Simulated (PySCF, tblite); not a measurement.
# C3H9F2NSi2: geometry, infrared bands and NMR shifts

Wanted: the infrared bands and NMR shifts of C3H9F2NSi2 (`C[C@@H]1N[Si@H]([SiH3])C1(F)F`), by calculation.

The runs use tblite 0.8.0 and PySCF 2.14.0, with density-fitted response routines of our own; the level of theory stands in each step. All values are computed, except where a source is named. Atoms are numbered from 0 throughout.

### 1 The molecule as given

17 atoms, charge 0, multiplicity 1; geometry from: force field or distance geometry start.

Bonds of the start (Å): C0–C1 1.48, C1–N2 1.43, N2–Si3 1.75, Si3–Si4 2.20, Si3–C5 1.86, C5–F6 1.38, C5–F7 1.37, C5–C1 1.52, C0–H8 1.11, C0–H9 1.12, C0–H10 1.11, C1–H11 1.11, N2–H12 1.03, Si3–H13 1.47, Si4–H14 1.48, Si4–H15 1.46, Si4–H16 1.48.

### 2 Relaxing the molecule with GFN2-xTB

What the job is given:

```
{"job": {"kind": "relax", "xc": "GFN2-xTB", "basis": "xTB"}, "charge": 0, "multiplicity": 1}
C     -2.449700     0.112500    -0.047600
C     -1.283200    -0.431400     0.679500
N     -0.359400     0.467900     1.306000
Si     1.117200    -0.403600     0.940100
Si     2.846600     0.762000     0.235700
C     -0.192800    -0.798200    -0.313000
F     -0.266700    -2.159300    -0.549900
F     -0.170700    -0.029700    -1.450400
H     -3.095800     0.772100     0.575100
H     -3.089900    -0.757100    -0.358300
H     -2.187100     0.677700    -0.969600
H     -1.588900    -1.289500     1.322200
H     -0.425400     1.472600     1.086600
H      1.418600    -1.540600     1.821700
H      2.354700     2.078300    -0.233700
H      3.625000     0.061200    -0.787300
H      3.740400     1.017200     1.382300
```

The run is started by

```bash
> OMP_NUM_THREADS=1 python probes_run.py task.json out
```

One launch serves the whole session: the jobs run in the order shown.

**Question.** This job is followed by: GFN2-xTB harmonic vibrations, gas phase; GIAO PBE0/pcSseg-1 NMR shielding, non-relativistic, gas phase. Predict these results of the whole session: strongest single infrared mode (GFN2-xTB); zero-point energy (GFN2-xTB); ¹³C shifts against TMS (PBE0/pcSseg-1); ¹H shifts against TMS (PBE0/pcSseg-1, means over atoms taken as alike); ¹⁵N shifts against NH3 (PBE0/pcSseg-1); ²⁹Si shifts against TMS (PBE0/pcSseg-1); ¹⁹F shifts against CFCl3 (PBE0/pcSseg-1).

As calculated:

```
                                                              quantity                             value
                             strongest single infrared mode (GFN2-xTB)             2232 cm⁻¹, 440 km/mol
                                          zero-point energy (GFN2-xTB)                     71.1 kcal/mol
                                ¹³C shifts against TMS (PBE0/pcSseg-1)             137.3, 74.2, 22.8 ppm
¹H shifts against TMS (PBE0/pcSseg-1, means over atoms taken as alike)  6.20, 4.49, 3.51, 1.35, 0.04 ppm
                                ¹⁵N shifts against NH3 (PBE0/pcSseg-1)                          27.3 ppm
                               ²⁹Si shifts against TMS (PBE0/pcSseg-1)                   2.6, -119.7 ppm
                              ¹⁹F shifts against CFCl3 (PBE0/pcSseg-1)                -113.2, -138.7 ppm
```

What this shows: Relaxing lowered the energy by 1.393 eV in 113 steps; the close pair that moved most is Si3–Si4, from 2.201 to 2.303 Å. No mode is imaginary among the 45: a minimum at this level. Unscaled tight-binding wavenumbers are off by several per cent, some by more. Its intensities can rank the bands wrongly.
